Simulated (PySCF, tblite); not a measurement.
# C₆H₁₄BP: geometry, infrared bands and NMR shifts

Wanted: the infrared bands and NMR shifts of C₆H₁₄BP (`C=C(CCC)B(C)P`), by calculation.

Programs: tblite 0.8.0 and PySCF 2.14.0, with density-fitted response routines of our own. Each step states its level of theory. These are calculated values for one molecule in the gas phase, unless marked as measured. Atoms count from 0, in the outputs and in this text.

**1. The molecule as given**

22 atoms, charge 0, multiplicity 1; geometry from: force field or distance geometry start.

Bonds of the start (Å): C0–C1 1.36, C1–C2 1.50, C2–C3 1.50, C3–C4 1.53, C1–B5 1.55, B5–C6 1.60, B5–P7 1.94, C0–H8 1.07, C0–H9 1.10, C2–H10 1.12, C2–H11 1.12, C3–H12 1.14, C3–H13 1.09, C4–H14 1.09, C4–H15 1.12, C4–H16 1.11, C6–H17 1.11, C6–H18 1.11, C6–H19 1.10, P7–H20 1.46, P7–H21 1.46.

**2. Relaxing the molecule with GFN2-xTB**

The job: settings as JSON, then the geometry in Å.

```
{"job": {"kind": "relax", "xc": "GFN2-xTB", "basis": "xTB"}, "charge": 0, "multiplicity": 1}
C     -0.456400    -1.903200     0.624000
C     -0.325400    -0.561600     0.448200
C      0.537500     0.246300     1.373500
C      1.659800     0.970200     0.692600
C      2.595100    -0.048800     0.035600
B     -1.109200     0.038500    -0.753100
C     -2.351100    -0.753200    -1.379100
P     -1.089600     1.937300    -1.168500
H     -1.064300    -2.503300    -0.018200
H      0.091300    -2.309700     1.487100
H      1.003300    -0.412100     2.144700
H     -0.055500     0.997100     1.949100
H      2.295600     1.411800     1.527500
H      1.306000     1.735600    -0.000400
H      2.069300    -0.754500    -0.608700
H      3.299600     0.546000    -0.594000
H      3.166800    -0.523300     0.853600
H     -3.076000    -0.990100    -0.566300
H     -1.943300    -1.683500    -1.817000
H     -2.839000    -0.138100    -2.145500
H     -1.841700     2.586200    -0.093000
H     -1.883100     2.132000    -2.378400
```

The run is started by

```bash
$ OMP_NUM_THREADS=1 python probes_run.py task.json out
```

The driver reads the jobs from task.json and runs them one after another.

**Question.** This job is followed by: GFN2-xTB harmonic vibrations, gas phase; GIAO PBE0/pcSseg-1 NMR shielding, non-relativistic, gas phase. Predict these results of the whole session: strongest single infrared mode (GFN2-xTB); zero-point energy (GFN2-xTB); 13C shifts against TMS (PBE0/pcSseg-1); 1H shifts against TMS (PBE0/pcSseg-1, means over atoms taken as alike); 11B shifts against BF3·OEt2 (PBE0/pcSseg-1); 31P shifts against H3PO4 (PBE0/pcSseg-1); surface potential, 1st and 99th percentile.

As calculated:

```
                                                              quantity                                         value
                             strongest single infrared mode (GFN2-xTB)                         2391 cm⁻¹, 161 km/mol
                                          zero-point energy (GFN2-xTB)                                114.9 kcal/mol
                                13C shifts against TMS (PBE0/pcSseg-1)      169.6, 130.3, 46.3, 26.8, 15.7, 14.6 ppm
1H shifts against TMS (PBE0/pcSseg-1, means over atoms taken as alike)  5.74, 5.58, 2.48, 2.45, 1.46, 1.30, 0.82 ppm
                           11B shifts against BF3·OEt2 (PBE0/pcSseg-1)                                      89.6 ppm
                              31P shifts against H3PO4 (PBE0/pcSseg-1)                                    -201.3 ppm
                                 surface potential, 1st and 99th percentile                            -0.89 V and 0.73 V
```

Over 201 steps the energy fell by 1.060 eV; of the close pairs, P7–H20 changed most, 1.464 to 1.383 Å. All 60 modes are real, so the xTB geometry is a minimum. The strongest single mode, at 2391 cm⁻¹, moves mainly H21 and H20. GFN2-xTB is a fitted tight-binding method: band positions and strengths are rough. Its intensities can rank the bands wrongly. At PBE0/pcSseg-1: Shielding is most anisotropic at C1 (span 261 ppm, paramagnetic term -244 ppm). At PBE0/pcSseg-1, counted by nearest atom on the grid, the HOMO lies on P7 41 %; C0 16 %, the LUMO on B5 41 %; C0 15 %.
